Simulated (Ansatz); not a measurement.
# HBr with PH3: superposition error and deformation, part 3 of 3

Ansatz 0.2.0, Gaussian basis.

**23. BLYP-D4/def2-TZVPPD**

The inputs:

free-a/in.yaml

```yaml
crystal:
  periodic: [false, false, false]
  atoms:
    - {symbol: Br, position_ang: [-0.168829, 0.074187, -2.698691]}
    - {symbol: H, position_ang: [-0.076776, 0.033612, -1.281714]}
basis:
  gaussian: {orbitals: "def2-TZVPPD.json"}
hamiltonian: {xc: {name: BLYP}, dispersion: d4}
```

free-b/in.yaml

```yaml
crystal:
  periodic: [false, false, false]
  atoms:
    - {symbol: P, position_ang: [0.096165, -0.042228, 1.574681]}
    - {symbol: H, position_ang: [-0.083584, 1.160042, 0.841053]}
    - {symbol: H, position_ang: [-0.905768, -0.730163, 0.840623]}
    - {symbol: H, position_ang: [1.138792, -0.495551, 0.724149]}
basis:
  gaussian: {orbitals: "def2-TZVPPD.json"}
hamiltonian: {xc: {name: BLYP}, dispersion: d4}
```

One command serves all of them, each in its own folder.

Launch:

```console
> ansatz run in.yaml --threads 2 --pin off --events-out ev --progress --plain --max-ram 5222MiB
```

Log of free-a (excerpt; [...] marks lines left out):

```text
Functional definition: BLYP
  name "BLYP"
  cite "Becke, Phys. Rev. A 38, 3098 (1988) doi:10.1103/PhysRevA.38.3098"
  cite "Lee, Yang & Parr, Phys. Rev. B 37, 785 (1988) doi:10.1103/PhysRevB.37.785"
[...]
479 factors; their error is unknown
[...]
mean field -70063.42414028 eV, -2574.7833464606 hartree, gradient 1.9e-5 eV, S^2 0.000000; 0 other end points of the search recorded, 0 dependent functions left out
reference -70063.42439989 eV, -2574.7833560012 hartree; 18, 18 occupied and 56, 56 virtual orbitals, 479 factors
Total energy: -70063.44037180 eV, -2574.7839429582 hartree
```

free-b printed (excerpt; [...] marks lines left out):

```text
[... 4 set-up lines as earlier in the session ...]
[...]
493 factors; their error is unknown
[...]
mean field -9337.42857942 eV, -343.1441711571 hartree, gradient 1.8e-5 eV, S^2 0.000000; 0 other end points of the search recorded, 0 dependent functions left out
reference -9337.42883837 eV, -343.1441806735 hartree; 9, 9 occupied and 90, 90 virtual orbitals, 493 factors
Total energy: -9337.49839202 eV, -343.1467367229 hartree
```

Wall times: 0.5 s (free-a), 0.55 s (free-b) on 2 threads of Arm Neoverse V1, shared host.

**24. revPBE-D4/def2-TZVPPD**

The same edit goes into each in.yaml of step 23 (free-a, free-b):

```diff
-hamiltonian: {xc: {name: BLYP}, dispersion: d4}
+hamiltonian: {xc: {name: revPBE}, dispersion: d4}
```

The same command starts each run, in its folder.

Launch:

```console
> ansatz run in.yaml --threads 2 --pin off --events-out ev --progress --plain --max-ram 5222MiB
```

free-a printed (excerpt; [...] marks lines left out):

```text
[... 4 set-up lines as earlier in the session ...]
[...]
479 factors; their error is unknown
[...]
mean field -70056.79573329 eV, -2574.5397569967 hartree, gradient 3.8e-5 eV, S^2 0.000000; 0 other end points of the search recorded, 0 dependent functions left out
reference -70056.79579030 eV, -2574.5397590918 hartree; 18, 18 occupied and 56, 56 virtual orbitals, 479 factors
Total energy: -70056.82093279 eV, -2574.5406830611 hartree
```

free-b printed (excerpt; [...] marks lines left out):

```text
[... 4 set-up lines as earlier in the session ...]
[...]
493 factors; their error is unknown
[...]
mean field -9335.90654133 eV, -343.0882372892 hartree, gradient 5.8e-5 eV, S^2 0.000000; 0 other end points of the search recorded, 0 dependent functions left out
reference -9335.90657948 eV, -343.0882386909 hartree; 9, 9 occupied and 90, 90 virtual orbitals, 493 factors
Total energy: -9336.02272694 eV, -343.0925070316 hartree
```

Wall times: 0.45 s (free-a), 0.4 s (free-b) on 2 threads of Arm Neoverse V1, shared host.

**25. B97M-V/def2-TZVPPD**

Each input of step 24 (free-a, free-b) changes in the same lines:

```diff
-hamiltonian: {xc: {name: revPBE}, dispersion: d4}
+hamiltonian: {xc: {name: B97M-V}}
```

The same command starts each run, in its folder.

Launch:

```console
> ansatz run in.yaml --threads 2 --pin off --events-out ev --progress --plain --max-ram 5222MiB
```

Log of free-a (excerpt; [...] marks lines left out):

```text
[... 5 set-up lines as earlier in the session ...]
  # Of w^i u^j: cxij and so on, Table III.
[...]
  gx(w, u) = cx00 + cx01*u + cx02*u^2 + (cx10 + cx11*u)*w
[...]
  gos(w, u) = cos00 + cos01*u + cos03*u^3 + cos10*w + cos32*w^3*u^2
[...]
      + integral(e_c_pw_mod_opposite_spin*gos(b97_w_opposite, b97_u_opposite)) + vv10(b, c)
479 factors; their error is unknown
[...]
mean field -70050.15837590 eV, -2574.2958386115 hartree, gradient 2.3e-5 eV, S^2 0.000000; 0 other end points of the search recorded, 0 dependent functions left out
reference -70050.15843976 eV, -2574.2958409585 hartree; 18, 18 occupied and 56, 56 virtual orbitals, 479 factors
Total energy: -70050.15843976 eV, -2574.2958409585 hartree
```

Output in free-b (excerpt; [...] marks lines left out):

```text
[... 5 set-up lines as earlier in the session ...]
  # Of w^i u^j: cxij and so on, Table III.
[...]
  gx(w, u) = cx00 + cx01*u + cx02*u^2 + (cx10 + cx11*u)*w
[...]
  gos(w, u) = cos00 + cos01*u + cos03*u^3 + cos10*w + cos32*w^3*u^2
[...]
      + integral(e_c_pw_mod_opposite_spin*gos(b97_w_opposite, b97_u_opposite)) + vv10(b, c)
493 factors; their error is unknown
[...]
mean field -9335.23529299 eV, -343.0635693676 hartree, gradient 3.8e-5 eV, S^2 0.000000; 0 other end points of the search recorded, 0 dependent functions left out
reference -9335.23533552 eV, -343.0635709305 hartree; 9, 9 occupied and 90, 90 virtual orbitals, 493 factors
Total energy: -9335.23533552 eV, -343.0635709305 hartree
```

Times: 1.5 s (free-a), 1.9 s (free-b) on 2 threads of Arm Neoverse V1, shared host.

**26. HSE06-D4/def2-TZVPPD**

The same edit goes into each in.yaml of step 25 (free-a, free-b):

```diff
-hamiltonian: {xc: {name: B97M-V}}
+hamiltonian: {xc: hse06, dispersion: d4}
```

The same command starts each run, in its folder.

Launch:

```console
> ansatz run in.yaml --threads 2 --pin off --events-out ev --progress --plain --max-ram 5222MiB
```

Log of free-a (excerpt; [...] marks lines left out):

```text
[... 6 set-up lines as earlier in the session ...]
[...]
531 factors; their error is unknown
36 factors; integrals over basis functions are off by at most 9.7e-5 eV
[...]
mean field -70054.73058580 eV, -2574.4638642263 hartree, gradient 8.9e-5 eV, S^2 0.000000; 0 other end points of the search recorded, 0 dependent functions left out
reference -70054.73062363 eV, -2574.4638656164 hartree; 18, 18 occupied and 56, 56 virtual orbitals, 531 factors
Total energy: -70054.73569800 eV, -2574.4640520962 hartree
```

Output in free-b (excerpt; [...] marks lines left out):

```text
[... 6 set-up lines as earlier in the session ...]
[...]
517 factors; their error is unknown
56 factors; integrals over basis functions are off by at most 3.1e-6 eV
[...]
mean field -9333.76607986 eV, -343.0095767810 hartree, gradient 6.8e-6 eV, S^2 0.000000; 0 other end points of the search recorded, 0 dependent functions left out
reference -9333.76611048 eV, -343.0095779061 hartree; 9, 9 occupied and 90, 90 virtual orbitals, 517 factors
Total energy: -9333.78791753 eV, -343.0103793006 hartree
```

Wall times: 0.6 s (free-a), 0.6 s (free-b) on 2 threads of Arm Neoverse V1, shared host.

**27. CCSD(T)/def2-TZVPPD**

Each input of step 26 (free-a, free-b) changes in the same lines:

```diff
-hamiltonian: {xc: hse06, dispersion: d4}
+correlation: {method: ccsd_t}
```

Each run has its own folder and the same command.

Launch:

```console
> ansatz run in.yaml --threads 2 --pin off --events-out ev --progress --plain --max-ram 5222MiB
```

Output in free-a (excerpt; [...] marks lines left out):

```text
[... 4 set-up lines as earlier in the session ...]
[...]
448 factors; integrals over basis functions are off by at most 1.5e-3 eV
[...]
mean field -70014.95852977 eV, -2573.0022681258 hartree, gradient 1.7e-6 eV, S^2 0.000000; 0 other end points of the search recorded, 0 dependent functions left out
9 core orbitals not correlated: weight in the atoms' cores, before any rotation towards them, 1.000 or more for the frozen orbitals, at most 0.000 for the correlated occupied ones
reference -70014.95852977 eV, -2573.0022681258 hartree; 9, 9 occupied and 56, 56 virtual orbitals, 448 factors
second order -7.87999934 eV of doubles, -0.00000000 eV of singles
cycle   1  -7.96291140 eV  change   -8.3e-2 eV  update   4.5e-2
[...]
cycle   7  -8.14975462 eV  change    3.1e-6 eV  update   1.3e-5
perturbative correction -0.24559965 eV, -0.0090256205 hartree
Total energy: -70023.35388404 eV, -2573.3107917044 hartree
```

Log of free-b (excerpt; [...] marks lines left out):

```text
[... 4 set-up lines as earlier in the session ...]
[...]
541 factors; integrals over basis functions are off by at most 8.3e-4 eV
[...]
mean field -9319.46153844 eV, -342.4838945797 hartree, gradient 1.8e-6 eV, S^2 0.000000; 0 other end points of the search recorded, 0 dependent functions left out
5 core orbitals not correlated: weight in the atoms' cores, before any rotation towards them, 1.000 or more for the frozen orbitals, at most 0.000 for the correlated occupied ones
reference -9319.46153844 eV, -342.4838945797 hartree; 4, 4 occupied and 90, 90 virtual orbitals, 541 factors
second order -4.66169130 eV of doubles, -0.00000000 eV of singles
cycle   1  -5.21963391 eV  change   -5.6e-1 eV  update   5.8e-2
[...]
cycle   9  -5.43677632 eV  change    2.5e-6 eV  update   3.6e-6
perturbative correction -0.18799444 eV, -0.0069086683 hartree
Total energy: -9325.08630920 eV, -342.6906010926 hartree
```

They took 0.7 s (free-a), 0.8 s (free-b) on 2 threads of Arm Neoverse V1, shared host.

**28. The split**

| method | interaction with counterpoise (meV) | without | superposition error | deformation | binding energy |
| --- | --- | --- | --- | --- | --- |
| PBE-D4 | -86 | -92 | 6 | -1 | -86 |
| revPBE-D4 | -63 | -70 | 7 | -1 | -64 |
| BLYP-D4 | -59 | -65 | 6 | -2 | -60 |
| r2SCAN-D4 | -70 | -75 | 5 | 1 | -68 |
| B97M-V | -61 | -69 | 8 | 2 | -59 |
| PBE0-D4 | -72 | -78 | 6 | 1 | -72 |
| B3LYP-D4 | -59 | -64 | 5 | 0 | -59 |
| HSE06-D4 | -73 | -79 | 6 | 1 | -73 |
| wB97X-V | -49 | -54 | 5 | 1 | -48 |
| wB97M-V | -54 | -60 | 6 | 2 | -53 |
| B2PLYP | -23 | -35 | 12 | 1 | -22 |
| Hartree-Fock | 48 | 42 | 5 | -1 | 47 |
| MP2 | -55 | -82 | 27 | 2 | -52 |
| CCSD | -27 | -52 | 25 | 1 | -25 |
| CCSD(T) | -41 | -68 | 27 | 1 | -40 |

**29. Summary of results**

The summary covers parts 1 to 3.

| quantity | value |
| --- | --- |
| interaction, CCSD(T) | -41 meV |
| superposition error | 27 meV |
| deformation | 1 meV |
| binding energy | -40 meV |

In words: In this basis the superposition error is 27 meV for CCSD(T) and 6 meV on average for the plain functionals: correlated methods borrow far more, since they need many more functions to converge. Deformation takes back 3 % of the interaction. The free shapes are PBE0-D4 minima, so other methods can show a small negative deformation energy.
